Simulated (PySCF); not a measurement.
# The bond of NaTe, level by level

An exercise on one series of results from a longer session: the logs are not shown, and one member is left open.

Method: Na def2-SVPD, Te def2-SVPD with ECP28, scalar-relativistic core potentials; program: PySCF 2.14.0.

Set-up of the first run:

The job is set up so:

```yaml
atoms: Na, Te
charge: 0
basis: Na def2-SVPD, Te def2-SVPD with ECP28
Hamiltonian: scalar-relativistic core potentials
basis_functions: 53
electrons_treated: 35
masses_in_u: 22.9898, 129.9062
levels: PBE0, PBE, r²SCAN, TPSSh, B2PLYP, M06-2X, LC-ωPBE, HF, MP2, SCS-MP2, CCSD, CCSD(T)
grid: 80 radial by 434 angular points
occupations: held fixed by the projection of orbital angular momentum
dissociation_limit: Na + Te, each in its ground configuration
starting_distance_in_angstrom: 2.895
values_of_2S_to_try: 1, 3
```

Started as:

```bash
$ OMP_NUM_THREADS=1 python dia.py task.json out
```

Among the steps run: Input; PBE0 along the bond; Higher solutions at PBE0; PBE (GGA); r²SCAN; TPSSh (hybrid meta-GGA); B2PLYP (double hybrid); M06-2X; LC-ωPBE (range-separated hybrid); UHF; MP2 and coupled cluster.

One table of the session follows, with a row left open; its other results are not shown here.

It belongs to the step «The curves together». Energy (eV) from each level's lowest point:

| R (Å) | UHF | UHF-MP2 | UHF-SCS-MP2 | UHF-CCSD | UHF-CCSD(T) |
| --- | --- | --- | --- | --- | --- |
| 2.426 | 0.564 | 0.570 | 0.573 | n/a | n/a |
| 2.539 | 0.269 | 0.275 | 0.277 | 0.277 | 0.281 |
| 2.652 | 0.098 | 0.103 | 0.104 | 0.105 | 0.107 |
| 2.736 | 0.029 | 0.033 | 0.034 | 0.034 | 0.036 |
| 2.821 | 0.000 | 0.002 | 0.002 | 0.002 | 0.003 |
| 2.906 | 0.001 | 0.000 | 0.000 | 0.000 | 0.000 |
| 3.018 | ? | ? | ? | ? | ? |
| 3.159 | 0.124 | 0.115 | 0.114 | 0.113 | 0.109 |
| 3.329 | 0.266 | 0.251 | 0.249 | 0.247 | 0.242 |
| 3.554 | 0.487 | 0.468 | 0.464 | n/a | n/a |

Estimate the missing values for R (Å) = 3.018.

Worked estimate for «UHF». A straight line through the neighbours (2.906, 0.001) and (3.159, 0.124) gives 0.001 + (0.124 − 0.001) × (3.018 − 2.906) / (3.159 − 2.906) = 0.055; a parabola fitted to 4 rows on both sides gives 0.042.

As computed: UHF: 0.038; UHF-MP2: 0.033; UHF-SCS-MP2: 0.033; UHF-CCSD: 0.032; UHF-CCSD(T): 0.031. In «UHF» the line misses by +0.017 and the parabola by +0.004.
